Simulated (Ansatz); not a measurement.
**Na2Sc in Ansatz: convergence with k mesh**

Na2Sc:

```xyz
3
Lattice="3.3731 0.0000 0.0000 -1.6865 2.9212 0.0000 0.0000 0.0000 5.6300" Properties=species:S:1:pos:R:3 pbc="T T T"
Na    0.0000    1.9475    1.4075
Na    1.6865    0.9737    4.2225
Sc    0.0000    0.0000    0.0000
```

The cell was built by a generator and needn't be a form met in nature.

| Property | Result |
| --- | --- |
| Program | Ansatz 0.2.0 |
| Task | convergence study |
| Functional | PBE |
| Potentials or basis | Ansatz NC with PseudoDojo standard (PBE files) |
| Cutoff | 1197 eV (not typed: the program's choice for these potentials) |
| k mesh | 3 × 3 × 2 |
| Occupations | fermi-dirac, width 0.1 eV |
| Spin | no spin polarisation |

These are the settings of the first run; the series varies k mesh, with any setting tied to it.

Hardware: 2 threads of Arm Neoverse V2 (shared host).

Question: The values tried are 3 × 3 × 2, 4 × 4 × 2, 4 × 4 × 3, 5 × 5 × 3, 7 × 7 × 4, 8 × 8 × 4, 10 × 10 × 6, 12 × 12 × 7, 15 × 15 × 8, loosest first. From which on does the largest force stay within 0.005 eV/Å of the tightest run that finished?

Answer: From 8 × 8 × 4 on.

```
     k mesh  energy less the tightest run, at zero smearing (meV/atom)  pressure (GPa)  largest force (eV/Å)  SCF cycles  CPU time (s)  peak memory (GiB)
  3 × 3 × 2                                                     -30.81           28.62                 3.884           9           1.4               0.33
  4 × 4 × 2                                                      -3.43           29.73                 4.029           9           1.7               0.34
  4 × 4 × 3                                                       0.54           29.65                 4.003           9           1.9               0.34
  5 × 5 × 3                                                       1.39           29.49                 3.951           9           2.3               0.36
  7 × 7 × 4                                                       0.65           29.55                 3.981           9           4.8               0.41
  8 × 8 × 4                                                       0.26           29.50                 3.971           9           5.8               0.43
10 × 10 × 6                                                       0.17           29.50                 3.973           9            12               0.51
12 × 12 × 7                                                       0.08           29.50                 3.974           9            18               0.61
15 × 15 × 8                                                       0.00           29.50                 3.973           9            31                0.8
```

Against the tightest run, the energy stays within 1 meV/atom from 7 × 7 × 4 on; the pressure stays within 0.1 GPa from 5 × 5 × 3 on. Meshes of other sizes hit other points, so gaps and Fermi surfaces needn't settle smoothly. The tightest run that finished is the yardstick and may itself not be fully converged.

Caveat, for the tightest run too: a pressure of tens of GPa on the cell as given is suspect, and the run, the potentials or the cell itself is likely at fault; forces of over 1 eV/Å show positions far from the minimum, so gaps and moduli don't describe the material at rest.
